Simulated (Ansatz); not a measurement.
# C₃H₁₀BFO: basis-set convergence

Aim: see how fast density functionals converge with the basis set for C₃H₁₀BFO.

Method: one geometry, several basis sets; program: Ansatz 0.2.0, Gaussian basis.

The runs, in order: PBE0-D4/def2-SVP; ωB97M-V/def2-SVP; PBE0-D4/def2-QZVPP; ωB97M-V/def2-QZVPP; the functionals' def2-TZVPP values are taken from earlier runs.

## 1. The geometry

The geometry comes from an earlier relaxation with PBE0-D4 in a triple-zeta def2 set; it is a stationary point, not always the lowest conformer.

16 atoms, charge 0, spin multiplicity 1.

Atoms are counted from 1 here; the program's logs count them from 0.

Bond lengths: C1–O2 1.433 Å, C1–H7 1.090 Å, C1–H8 1.087 Å, C1–H9 1.090 Å, O2–B3 1.772 Å, O2–H10 0.964 Å, B3–C4 1.592 Å, B3–C5 1.589 Å, B3–F6 1.389 Å, C4–H11 1.095 Å, C4–H12 1.093 Å, C4–H13 1.097 Å, C5–H14 1.095 Å, C5–H15 1.094 Å, C5–H16 1.095 Å. Angles: O2–C1–H7 110.5°, O2–C1–H8 106.5°, O2–C1–H9 109.3°, H7–C1–H8 109.9°, H7–C1–H9 111.0°, H8–C1–H9 109.6°, C1–O2–B3 116.7°, C1–O2–H10 109.5°, B3–O2–H10 103.8°, O2–B3–C4 100.5°, O2–B3–C5 104.0°, O2–B3–F6 100.0°, C4–B3–C5 119.8°, C4–B3–F6 113.9°, C5–B3–F6 114.5°, B3–C4–H11 109.1°, B3–C4–H12 113.0°, B3–C4–H13 113.1° and more.

Coordinates:

```mol
C3H10BFO
  3D, bonds by distance, orders not assigned

 16 15  0  0  0  0  0  0  0  0999 V2000
    0.2579    1.5048    1.4821 C   0  0
    0.7040    0.2878    0.8720 O   0  0
   -0.0577   -0.1574   -0.6646 B   0  0
    0.9065   -1.3330   -1.1376 C   0  0
   -1.5620   -0.4818   -0.2697 C   0  0
    0.1113    1.0282   -1.3690 F   0  0
    0.2674    2.3201    0.7580 H   0  0
   -0.7584    1.3258    1.8230 H   0  0
    0.8947    1.7332    2.3371 H   0  0
    1.6396    0.3630    0.6515 H   0  0
    0.5754   -1.6950   -2.1161 H   0  0
    0.8991   -2.1909   -0.4598 H   0  0
    1.9467   -1.0097   -1.2712 H   0  0
   -2.0859   -0.8533   -1.1566 H   0  0
   -1.6415   -1.2603    0.4942 H   0  0
   -2.1201    0.3959    0.0711 H   0  0
  1  2  8  0
  2  3  8  0
  3  4  8  0
  3  5  8  0
  3  6  8  0
  1  7  8  0
  1  8  8  0
  1  9  8  0
  2 10  8  0
  4 11  8  0
  4 12  8  0
  4 13  8  0
  5 14  8  0
  5 15  8  0
  5 16  8  0
M  END
```

## 2. PBE0-D4 in def2-SVP

in.yaml reads:

```yaml
crystal:
  periodic: [false, false, false]
  atoms:
    - {symbol: C, position_ang: [0.257899, 1.504842, 1.482111]}
    - {symbol: O, position_ang: [0.704038, 0.287845, 0.871981]}
    - {symbol: B, position_ang: [-0.057656, -0.157438, -0.664642]}
    - {symbol: C, position_ang: [0.906513, -1.332997, -1.137628]}
    - {symbol: C, position_ang: [-1.561955, -0.481841, -0.269718]}
    - {symbol: F, position_ang: [0.111254, 1.028152, -1.368956]}
    - {symbol: H, position_ang: [0.267439, 2.320078, 0.758031]}
    - {symbol: H, position_ang: [-0.758444, 1.325813, 1.822957]}
    - {symbol: H, position_ang: [0.894723, 1.733229, 2.337101]}
    - {symbol: H, position_ang: [1.639588, 0.363023, 0.651549]}
    - {symbol: H, position_ang: [0.575396, -1.695023, -2.116097]}
    - {symbol: H, position_ang: [0.899110, -2.190890, -0.459757]}
    - {symbol: H, position_ang: [1.946704, -1.009702, -1.271164]}
    - {symbol: H, position_ang: [-2.085855, -0.853274, -1.156596]}
    - {symbol: H, position_ang: [-1.641527, -1.260313, 0.494174]}
    - {symbol: H, position_ang: [-2.120129, 0.395898, 0.071054]}
basis:
  gaussian: {orbitals: def2-SVP}
hamiltonian: {xc: pbe0, dispersion: d4}
output: {orbitals: {seedname: orbitals}}
```

Command:

```bash
> ansatz run in.yaml --threads 4 --pin off --events-out ev --progress --plain --max-ram 11315MiB
```

The program printed:

```text
Functional definition: PBE0
  name "PBE0"
  cite "Adamo & Barone, J. Chem. Phys. 110, 6158 (1999) doi:10.1063/1.478522"
  cite "Perdew, Burke & Ernzerhof, Phys. Rev. Lett. 77, 3865 (1996) doi:10.1103/PhysRevLett.77.3865"
  parent pbe
  parameter a = 0.25
  parameter kappa = 0.804
  parameter beta = 0.06672455060314922
  exchange = (1 - a)*pbe_x(kappa = kappa, mu = beta*pi^2/3) + a*exact_x
  correlation = pbe_c(beta = beta)
1499 factors; their error is unknown
mean field evaluation 1: about -8690.5245 eV, gradient 6.5e1 eV
mean field evaluation 2: about -8689.4557 eV, gradient 6.7e1 eV
mean field evaluation 4: about -8700.1251 eV, gradient 2.8e0 eV
mean field evaluation 8: about -8700.1342 eV, gradient 1.4e-1 eV
mean field evaluation 16: about -8700.1316 eV, gradient 8.7e-5 eV
mean field -8700.13159822 eV, -319.7239390735 hartree, gradient 8.7e-5 eV, S^2 0.000000; 0 other end points of the search recorded, 0 dependent functions left out
reference -8700.13162715 eV, -319.7239401367 hartree; 25, 25 occupied and 109, 109 virtual orbitals, 1499 factors
Total energy: -8700.37836216 eV, -319.7330074811 hartree
```

It took 0.8 s on 4 threads of Intel Xeon 6975P-C, shared host; peak memory 0.33 GiB.

## 3. ωB97M-V in def2-SVP

Edit in.yaml of step 2 so:

```diff
@@ -21,3 +21,3 @@
   gaussian: {orbitals: def2-SVP}
-hamiltonian: {xc: pbe0, dispersion: d4}
+hamiltonian: {xc: {name: wB97M-V}}
 output: {orbitals: {seedname: orbitals}}
```

The command is unchanged.

The program printed, cut to the lines that bear on the results:

```text
Functional definition: wB97M-V
  name "wB97M-V"
  cite "Mardirossian & Head-Gordon, J. Chem. Phys. 144, 214110 (2016) doi:10.1063/1.4952647"
  cite "Becke, J. Chem. Phys. 107, 8554 (1997) doi:10.1063/1.475007"
  cite "Vydrov & Van Voorhis, J. Chem. Phys. 133, 244103 (2010) doi:10.1063/1.3521275"
  # Of w^i u^j: cxij and so on, Table III.
[...]
  gx(w, u) = 1 - cx + cx01*u + cx10*w
  gss(w, u) = css00 + css04*u^4 + css10*w + css20*w^2 + css43*w^4*u^3
  gos(w, u) = cos00 + cos10*w + (cos20 + cos21*u)*w^2 + (cos60 + cos61*u)*w^6
[...]
      + integral(e_c_pw_mod_opposite_spin*gos(b97_w_opposite, b97_u_opposite)) + vv10(b, c)
1499 factors; their error is unknown
380 factors; integrals over basis functions are off by at most 7.8e-6 eV
[...]
mean field -8705.89540991 eV, -319.9357552464 hartree, gradient 1.2e-5 eV, S^2 0.000000; 0 other end points of the search recorded, 0 dependent functions left out
reference -8705.89545523 eV, -319.9357569119 hartree; 25, 25 occupied and 109, 109 virtual orbitals, 1499 factors
Total energy: -8705.89545523 eV, -319.9357569119 hartree
```

It took 2.6 s on 4 threads of Intel Xeon 6975P-C, shared host; peak memory 0.45 GiB.

## 4. PBE0-D4 in def2-QZVPP

Edit in.yaml of step 3 so:

```diff
@@ -20,4 +20,4 @@
 basis:
-  gaussian: {orbitals: def2-SVP}
-hamiltonian: {xc: {name: wB97M-V}}
+  gaussian: {orbitals: "def2-QZVPP.json"}
+hamiltonian: {xc: pbe0, dispersion: d4}
 output: {orbitals: {seedname: orbitals}}
```

Launched as before.

The program printed:

```text
Functional definition: PBE0
  name "PBE0"
  cite "Adamo & Barone, J. Chem. Phys. 110, 6158 (1999) doi:10.1063/1.478522"
  cite "Perdew, Burke & Ernzerhof, Phys. Rev. Lett. 77, 3865 (1996) doi:10.1103/PhysRevLett.77.3865"
  parent pbe
  parameter a = 0.25
  parameter kappa = 0.804
  parameter beta = 0.06672455060314922
  exchange = (1 - a)*pbe_x(kappa = kappa, mu = beta*pi^2/3) + a*exact_x
  correlation = pbe_c(beta = beta)
1719 factors; their error is unknown
mean field evaluation 1: about -8696.7354 eV, gradient 8.2e1 eV
mean field evaluation 2: about -8692.0029 eV, gradient 9.0e1 eV
mean field evaluation 4: about -8710.5962 eV, gradient 5.4e0 eV
mean field evaluation 8: about -8710.6415 eV, gradient 9.9e-2 eV
mean field evaluation 16: about -8710.6383 eV, gradient 4.8e-5 eV
mean field -8710.63833016 eV, -320.1100543507 hartree, gradient 4.8e-5 eV, S^2 0.000000; 0 other end points of the search recorded, 0 dependent functions left out
reference -8710.63837517 eV, -320.1100560047 hartree; 25, 25 occupied and 617, 617 virtual orbitals, 1719 factors
Total energy: -8710.88511018 eV, -320.1191233491 hartree
```

Run time: 7.5 s. Hardware: 4 threads of Intel Xeon 6975P-C, shared host; peak memory 2.8 GiB.

## 5. ωB97M-V in def2-QZVPP

Edit in.yaml of step 4 so:

```diff
@@ -21,3 +21,3 @@
   gaussian: {orbitals: "def2-QZVPP.json"}
-hamiltonian: {xc: pbe0, dispersion: d4}
+hamiltonian: {xc: {name: wB97M-V}}
 output: {orbitals: {seedname: orbitals}}
```

Same command.

The program printed, cut to the lines that bear on the results:

```text
Functional definition: wB97M-V
  name "wB97M-V"
  cite "Mardirossian & Head-Gordon, J. Chem. Phys. 144, 214110 (2016) doi:10.1063/1.4952647"
  cite "Becke, J. Chem. Phys. 107, 8554 (1997) doi:10.1063/1.475007"
  cite "Vydrov & Van Voorhis, J. Chem. Phys. 133, 244103 (2010) doi:10.1063/1.3521275"
  # Of w^i u^j: cxij and so on, Table III.
[...]
  gx(w, u) = 1 - cx + cx01*u + cx10*w
  gss(w, u) = css00 + css04*u^4 + css10*w + css20*w^2 + css43*w^4*u^3
  gos(w, u) = cos00 + cos10*w + (cos20 + cos21*u)*w^2 + (cos60 + cos61*u)*w^6
[...]
      + integral(e_c_pw_mod_opposite_spin*gos(b97_w_opposite, b97_u_opposite)) + vv10(b, c)
1719 factors; their error is unknown
505 factors; integrals over basis functions are off by at most 5.1e-6 eV
[...]
mean field -8716.78670543 eV, -320.3360029745 hartree, gradient 4.8e-5 eV, S^2 0.000000; 0 other end points of the search recorded, 0 dependent functions left out
reference -8716.78677755 eV, -320.3360056246 hartree; 25, 25 occupied and 617, 617 virtual orbitals, 1719 factors
Total energy: -8716.78677755 eV, -320.3360056246 hartree
```

It took 15 s on 4 threads of Intel Xeon 6975P-C, shared host; peak memory 3.2 GiB.

## 6. Density functionals: the series

The def2-TZVPP values come from earlier runs at the same geometry.

```csv
functional,basis,functions,energy (eV),from the largest (eV),HOMO (eV),LUMO (eV)
PBE0-D4,def2-SVP,134,-8700.3784,10.507,-7.63,0.94
PBE0-D4,def2-TZVPP,326,-8710.4081,0.477,-7.77,0.35
PBE0-D4,def2-QZVPP,642,-8710.8851,0.000,-7.79,0.01
ωB97M-V,def2-SVP,134,-8705.8955,10.891,-9.97,2.63
ωB97M-V,def2-TZVPP,326,-8716.3294,0.457,-10.12,1.82
ωB97M-V,def2-QZVPP,642,-8716.7868,0.000,-10.13,1.22
```

## 7. Results

| quantity | value |
| --- | --- |
| PBE0-D4: double and triple zeta above quadruple | 10.51, 0.48 eV |
| ωB97M-V: double and triple zeta above quadruple | 10.89, 0.46 eV |

In words: For PBE0-D4 the step from double to triple zeta gains 10.03 eV and the next only 0.48 eV. These are total energies; as a rule much of such shifts cancels in differences, which this series doesn't test. The LUMO of ωB97M-V is positive and keeps falling with the basis (2.63 to 1.22 eV): an unbound level that the basis holds in place.

For PBE0-D4 the largest set took about 9 times as long as the smallest (7.5 s against 0.8 s).
